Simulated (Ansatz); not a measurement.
# CH4AlFO2: one species, many methods

An exercise on one series of results from a longer session: the logs are not shown, and one member is left open.

Method: functionals in def2-TZVPP, the program's frozen cores in correlated methods; program: Ansatz 0.2.0, Gaussian basis.

The runs, in order: LDA (SPW92), PBE-D4, revPBE-D4, BLYP-D4, r2SCAN-D4, B97M-V, PBE0-D4, B3LYP-D4, r2SCANh-D4, r2SCAN0-D4, HSE06-D4, BHLYP-D4, CAM-B3LYP-D4, LC-ωPBE, ωB97X-V, ωB97M-V, B2PLYP, PBE-QIDH; CCSD(T)/def2-SVP; CCSD(T)/def2-TZVPP; MP2/def2-QZVPP; extrapolation to the limit; RPA on PBE.

### Structure used throughout

The geometry comes from an earlier relaxation with PBE0-D4 in a triple-zeta def2 set; it is a stationary point, not always the lowest conformer.

9 atoms, charge 0, spin multiplicity 1.

Atoms are counted from 1 here; the program's logs count them from 0.

Bond lengths: O1–Al2 1.918 Å, O1–H6 0.965 Å, Al2–C3 1.949 Å, Al2–F5 1.655 Å, Al2–H7 1.574 Å, C3–O4 1.360 Å, C3–H8 1.091 Å, O4–H9 0.964 Å. Angles: Al2–O1–H6 115.3°, O1–Al2–C3 49.3°, O1–Al2–F5 111.1°, O1–Al2–H7 113.0°, C3–Al2–F5 117.3°, C3–Al2–H7 122.3°, F5–Al2–H7 119.8°, Al2–C3–O4 123.4°, Al2–C3–H8 122.9°, O4–C3–H8 113.5°, C3–O4–H9 110.8°.

The first run:

in.yaml reads:

```yaml
crystal:
  periodic: [false, false, false]
  atoms:
    - {symbol: O, position_ang: [-0.579986, 0.232641, 0.924989]}
    - {symbol: Al, position_ang: [0.238050, 1.275944, -0.460934]}
    - {symbol: C, position_ang: [-0.190194, -0.624108, -0.384540]}
    - {symbol: O, position_ang: [0.715325, -1.583786, -0.055014]}
    - {symbol: F, position_ang: [-0.865235, 2.274938, -1.185423]}
    - {symbol: H, position_ang: [0.011212, -0.046898, 1.635133]}
    - {symbol: H, position_ang: [1.652141, 1.836638, -0.055314]}
    - {symbol: H, position_ang: [-1.162852, -1.024144, -0.673464]}
    - {symbol: H, position_ang: [0.270237, -2.387625, 0.237365]}
basis:
  gaussian: {orbitals: def2-TZVPP}
hamiltonian: {xc: lda}
output: {orbitals: {seedname: orbitals}}
```

Launch:

```console
$ ansatz run in.yaml --threads 2 --pin off --events-out ev --progress --plain --max-ram 4352MiB
```

Steps of the session up to this table: LDA; PBE-D4 (GGA); revPBE-D4 (GGA); BLYP-D4 (GGA); r2SCAN-D4 (meta-GGA); B97M-V (meta-GGA); B3LYP-D4 (hybrid); r2SCANh-D4 (hybrid); r2SCAN0-D4 (hybrid); HSE06-D4 (hybrid); BHLYP-D4 (hybrid); CAM-B3LYP-D4 (range-separated); LC-ωPBE (range-separated); ωB97X-V (range-separated); ωB97M-V (range-separated); B2PLYP (double hybrid); PBE-QIDH (double hybrid).

One of the session's tables, all rows but one given; the rest of the session is left out.

It belongs to the step «Orbital energies across the functionals». 

```
  functional  HOMO (eV)  gap (eV)
 LDA (SPW92)      -6.24      5.30
      PBE-D4          ?         ?
   revPBE-D4      -6.06      5.39
     BLYP-D4      -6.04      5.28
   r2SCAN-D4      -6.39      6.18
      B97M-V      -6.50      5.99
     PBE0-D4      -7.51      7.63
    B3LYP-D4      -7.33      7.10
  r2SCANh-D4      -6.91      6.97
  r2SCAN0-D4      -7.70      8.15
    HSE06-D4      -7.11      6.85
    BHLYP-D4      -8.88      9.67
CAM-B3LYP-D4      -8.97      9.88
     LC-ωPBE     -10.30     12.49
     ωB97X-V      -9.95     11.97
     ωB97M-V      -9.82     11.42
```

Estimate the missing values for PBE-D4.

The run gave: HOMO (eV): -6.12; gap (eV): 5.36. In the column «HOMO (eV)» it lies between LDA (SPW92) (-6.24) and revPBE-D4 (-6.06).
